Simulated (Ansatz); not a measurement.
# GeH4S2: two geometries relaxed

Aim: relax the geometries before and after the rotation by 120° about the Ge2–S3 bond, and see whether they are two minima and how far apart in energy. SMILES of the start: [SH][GeH2][SH].

Program: Ansatz 0.2.0. Level of theory: RKS PBE0-D4/def2-SVP. These are calculated values, not measurements.

**1. The starting structure**

Bond lengths: S1–Ge2 2.175 Å, Ge2–S3 2.202 Å, S1–H4 1.391 Å, Ge2–H5 1.564 Å, Ge2–H6 1.562 Å, S3–H7 1.462 Å. Angles: S1–Ge2–S3 107.5°, S1–Ge2–H5 110.1°, S1–Ge2–H6 110.2°, S3–Ge2–H5 109.2°, S3–Ge2–H6 110.4°, H5–Ge2–H6 109.4°, Ge2–S1–H4 91.3°, Ge2–S3–H7 92.4°.

Coordinates:

```xyz
7

S    -2.1338    0.0858   -0.0612
Ge    0.0027    0.4468    0.1248
S     0.9798   -1.5036    0.4248
H    -1.9351   -0.6937   -1.1960
H     0.5536    1.1016   -1.1847
H     0.2870    1.3909    1.3357
H     2.3070   -0.8958    0.5109
```

**2. End point A**

Input file input.yaml:

```yaml
crystal:
  periodic: [false, false, false]
  atoms:
    - { symbol: S, position_ang: [-2.1338, 0.0858, -0.0612] }
    - { symbol: Ge, position_ang: [0.0027, 0.4468, 0.1248] }
    - { symbol: S, position_ang: [0.9798, -1.5036, 0.4248] }
    - { symbol: H, position_ang: [-1.9351, -0.6937, -1.196] }
    - { symbol: H, position_ang: [0.5536, 1.1016, -1.1847] }
    - { symbol: H, position_ang: [0.287, 1.3909, 1.3357] }
    - { symbol: H, position_ang: [2.307, -0.8958, 0.5109] }
basis:
  gaussian: { orbitals: def2-SVP }
hamiltonian:
  xc: pbe0
  dispersion: d4
relax:
  f_tol: 0.015
  max_steps: 40
```

Launch:

```
$ ansatz run input.yaml --threads 1 --pin off --max-ram 2048MiB --backend cpu --events-out ev --progress --plain --runs-dir out
```

The program printed, cut to the lines that bear on the results:

```text
Warning: RAYON_NUM_THREADS=1 ignored (pool sized by the plan → 1); use --threads N
[...]
Functional definition: PBE0
[...]
904 factors; integrals over basis functions are off by at most 2.8e-4 eV
[...]
mean field -78226.57593733 eV, -2874.7736418195 hartree, gradient 1.6e-5 eV, S^2 0.000000; 0 other end points of the search recorded, 0 dependent functions left out
[...]
reference -78226.57596028 eV, -2874.7736426625 hartree; 34, 34 occupied and 54, 54 virtual orbitals, 904 factors
relax step   1: F+E_penalty+E_count = -78226.72367721 eV  Δ(F+E_penalty+E_count) = +0.000e0 eV  max|allowed force component| = 2.170e0 eV/Å  Δτ_max = 0.0000 Å  (25 SCF iters, accepted)
[...]
relax step   5: F+E_penalty+E_count = -78226.93149617 eV  Δ(F+E_penalty+E_count) = -7.896e-3 eV  max|allowed force component| = 8.003e-2 eV/Å  Δτ_max = 0.2000 Å  (27 SCF iters, accepted)
[...]
relax step   9: F+E_penalty+E_count = -78226.93749499 eV  Δ(F+E_penalty+E_count) = -2.129e-4 eV  max|allowed force component| = 1.176e-2 eV/Å  Δτ_max = 0.0234 Å  (28 SCF iters, accepted)
[...]
relax step  13: F+E_penalty+E_count = -78226.93783602 eV  Δ(F+E_penalty+E_count) = -1.530e-4 eV  max|allowed force component| = 5.460e-2 eV/Å  Δτ_max = 0.0396 Å  (27 SCF iters, accepted)
[...]
relax step  15: F+E_penalty+E_count = -78226.93812735 eV  Δ(F+E_penalty+E_count) = -1.680e-4 eV  max|allowed force component| = 8.628e-2 eV/Å  Δτ_max = 0.0214 Å  (28 SCF iters, accepted)
[...]
relax step  16: F+E_penalty+E_count = -78226.93992020 eV  Δ(F+E_penalty+E_count) = -1.793e-3 eV  max|allowed force component| = 2.093e-2 eV/Å  Δτ_max = 0.1127 Å  (27 SCF iters, accepted)
[...]
904 factors; integrals over basis functions are off by at most 2.8e-4 eV
mean field -78226.79418342 eV, -2874.7816622153 hartree, gradient 9.2e-6 eV, S^2 0.000000; 0 other end points of the search recorded, 0 dependent functions left out
[...]
reference -78226.79420666 eV, -2874.7816630693 hartree; 34, 34 occupied and 54, 54 virtual orbitals, 904 factors
```

**3. More of the same log: end point A relaxed**

The log, continued, cut to the lines that bear on the results:

```text
relax step  17: F+E_penalty+E_count = -78226.93978786 eV  Δ(F+E_penalty+E_count) = +1.323e-4 eV  max|allowed force component| = 1.673e-1 eV/Å  Δτ_max = 0.0717 Å  (27 SCF iters, rejected (line search))
[...]
relax step  20: F+E_penalty+E_count = -78226.94186099 eV  Δ(F+E_penalty+E_count) = -1.146e-3 eV  max|allowed force component| = 2.007e-2 eV/Å  Δτ_max = 0.0498 Å  (27 SCF iters, accepted)
[...]
relax step  23: F+E_penalty+E_count = -78226.94785828 eV  Δ(F+E_penalty+E_count) = -5.007e-3 eV  max|allowed force component| = 2.405e-2 eV/Å  Δτ_max = 0.1125 Å  (27 SCF iters, accepted)
[...]
relax step  26: F+E_penalty+E_count = -78226.95053376 eV  Δ(F+E_penalty+E_count) = -4.283e-4 eV  max|allowed force component| = 8.007e-2 eV/Å  Δτ_max = 0.0537 Å  (27 SCF iters, accepted)
[...]
reference -78226.80684909 eV, -2874.7821276701 hartree; 34, 34 occupied and 54, 54 virtual orbitals, 904 factors
Total energy: -78226.95161589 eV, -2874.7874477516 hartree
Atom 0 at    -2.007767    -0.077563    -0.182234 Å, force     0.000419    -0.001942     0.000415 eV/Å
Atom 1 at     0.072543     0.580918     0.264316 Å, force     0.000222     0.000053    -0.000089 eV/Å
Atom 2 at     1.414135    -1.047943     0.977726 Å, force     0.001591     0.001502     0.000418 eV/Å
Atom 3 at    -1.667933    -0.748420    -1.304380 Å, force     0.000315     0.001716    -0.001302 eV/Å
Atom 4 at     0.690335     1.229278    -0.986046 Å, force    -0.000744     0.000555    -0.000543 eV/Å
Atom 5 at    -0.060542     1.553346     1.441017 Å, force     0.000175    -0.000082     0.000426 eV/Å
Atom 6 at     1.620429    -1.557616    -0.256099 Å, force    -0.001978    -0.001802     0.000676 eV/Å
Dipole moment:     0.146813     0.046448    -0.355159 e Å
```

Wall time 2.3 min (1 thread of Intel Xeon Platinum 8259CL at 2.50GHz (Skylake/Cascade Lake), shared host); peak memory 0.21 GiB.

Relaxation path:

| step | energy from step 1 (eV) | largest force component (eV/Å) |
| --- | --- | --- |
| 1 | 0.0000 | 2.1697 |
| 2 | -0.1832 | 0.6553 |
| 3 | -0.1924 | 0.3201 |
| 4 | -0.1999 | 0.1735 |
| 5 | -0.2078 | 0.0800 |
| 6 | -0.2126 | 0.0444 |
| 7 | -0.2136 | 0.0123 |
| 8 | -0.2136 | 0.0555 |
| 9 | -0.2138 | 0.0118 |
| 10 | -0.2139 | 0.0249 |
| 11 | -0.2139 | 0.0524 |
| 12 | -0.2140 | 0.0494 |
| 13 | -0.2142 | 0.0546 |
| 14 | -0.2143 | 0.0901 |
| 15 | -0.2144 | 0.0863 |
| 16 | -0.2162 | 0.0209 |
| 17x | -0.2161 | 0.1673 |
| 18 | -0.2170 | 0.0198 |
| 19x | -0.2154 | 0.4020 |
| 20 | -0.2182 | 0.0201 |
| 21 | -0.2191 | 0.0996 |
| 22 | -0.2192 | 0.2981 |
| 23 | -0.2242 | 0.0241 |
| 24 | -0.2264 | 0.0113 |
| 25x | -0.1684 | 1.2576 |
| 26 | -0.2269 | 0.0801 |
| 27x | -0.2264 | 0.2070 |
| 28 | -0.2276 | 0.0262 |
| 29 | -0.2279 | 0.0020 |

Step 1 is the start. 4 steps were tried and not accepted (marked x).

After: Bond lengths: S1–Ge2 2.227 Å, Ge2–S3 2.228 Å, S1–H4 1.351 Å, Ge2–H5 1.538 Å, Ge2–H6 1.532 Å, S3–H7 1.351 Å. Angles: S1–Ge2–S3 114.2°, S1–Ge2–H5 109.7°, S1–Ge2–H6 105.1°, S3–Ge2–H5 109.1°, S3–Ge2–H6 105.7°, H5–Ge2–H6 113.1°, Ge2–S1–H4 94.5°, Ge2–S3–H7 94.3°.

**4. Relaxing end B**

The second end starts from a geometry with the move made by hand.

input.yaml, as its differences from that of step 2:

```diff
@@ -9,3 +9,3 @@
     - { symbol: H, position_ang: [0.287, 1.3909, 1.3357] }
-    - { symbol: H, position_ang: [2.307, -0.8958, 0.5109] }
+    - { symbol: H, position_ang: [0.49542, -2.01378, -0.85715] }
 basis:
```

Launch:

```
$ ansatz run input.yaml --threads 1 --pin off --max-ram 2048MiB --backend cpu --events-out ev --progress --plain --runs-dir out
```

The program printed, cut to the lines that bear on the results:

```text
Warning: RAYON_NUM_THREADS=1 ignored (pool sized by the plan → 1); use --threads N
[...]
[... 1 set-up line as earlier in the session ...]
[...]
904 factors; integrals over basis functions are off by at most 2.7e-4 eV
[...]
mean field -78226.54672996 eV, -2874.7725684681 hartree, gradient 1.4e-5 eV, S^2 0.000000; 0 other end points of the search recorded, 0 dependent functions left out
[...]
reference -78226.54675224 eV, -2874.7725692871 hartree; 34, 34 occupied and 54, 54 virtual orbitals, 904 factors
relax step   1: F+E_penalty+E_count = -78226.69704135 eV  Δ(F+E_penalty+E_count) = +0.000e0 eV  max|allowed force component| = 1.957e0 eV/Å  Δτ_max = 0.0000 Å  (25 SCF iters, accepted)
[...]
relax step   5: F+E_penalty+E_count = -78226.95148580 eV  Δ(F+E_penalty+E_count) = -7.156e-4 eV  max|allowed force component| = 3.491e-2 eV/Å  Δτ_max = 0.0202 Å  (28 SCF iters, accepted)
[...]
mean field -78226.80699462 eV, -2874.7821330182 hartree, gradient 1.9e-5 eV, S^2 0.000000; 1 other end points of the search recorded, 0 dependent functions left out
[...]
reference -78226.80701785 eV, -2874.7821338719 hartree; 34, 34 occupied and 54, 54 virtual orbitals, 904 factors
Total energy: -78226.95181209 eV, -2874.7874549620 hartree
Atom 0 at    -2.228250     0.156862    -0.024378 Å, force     0.000193     0.001772     0.000128 eV/Å
Atom 1 at    -0.013656     0.374077     0.076145 Å, force     0.000259     0.001306     0.002776 eV/Å
Atom 2 at     1.072447    -1.527207     0.484895 Å, force     0.000639     0.001108     0.000387 eV/Å
Atom 3 at    -2.220942    -0.415001    -1.248150 Å, force     0.000093    -0.000060    -0.000257 eV/Å
Atom 4 at     0.498969     0.984298    -1.239581 Å, force    -0.001123    -0.001421     0.004277 eV/Å
Atom 5 at     0.253597     1.263378     1.295511 Å, force    -0.000604    -0.002994    -0.006464 eV/Å
Atom 6 at     0.887455    -2.022387    -0.758191 Å, force     0.000543     0.000290    -0.000847 eV/Å
Dipole moment:     0.079890     0.047552    -0.375039 e Å
```

Run time: 29 s. Hardware: 1 thread of Intel Xeon Platinum 8259CL at 2.50GHz (Skylake/Cascade Lake), shared host; peak memory 0.21 GiB.

Relaxation path:

| step | energy from step 1 (eV) | largest force component (eV/Å) |
| --- | --- | --- |
| 1 | 0.0000 | 1.9569 |
| 2 | -0.2166 | 0.7803 |
| 3 | -0.2494 | 0.1730 |
| 4 | -0.2537 | 0.0582 |
| 5 | -0.2544 | 0.0349 |
| 6 | -0.2547 | 0.0065 |

Step 1 is the start.

After: Bond lengths: S1–Ge2 2.227 Å, Ge2–S3 2.227 Å, S1–H4 1.351 Å, Ge2–H5 1.538 Å, Ge2–H6 1.533 Å, S3–H7 1.351 Å. Angles: S1–Ge2–S3 114.2°, S1–Ge2–H5 109.4°, S1–Ge2–H6 105.4°, S3–Ge2–H5 109.5°, S3–Ge2–H6 105.3°, H5–Ge2–H6 113.1°, Ge2–S1–H4 94.4°, Ge2–S3–H7 94.4°.

**5. Outcome**

```
                           quantity                     value
                              end A  24 moves, 0.228 eV lower
                              end B   5 moves, 0.255 eV lower
largest difference between the ends                    0.05 Å
            end B relative to end A                 -0.000 eV
```

In words: Both starts fell into the same minimum (no atom differs by more than 0.05 Å), so from this start no second minimum was found and no band was run; another arrangement could still be one.
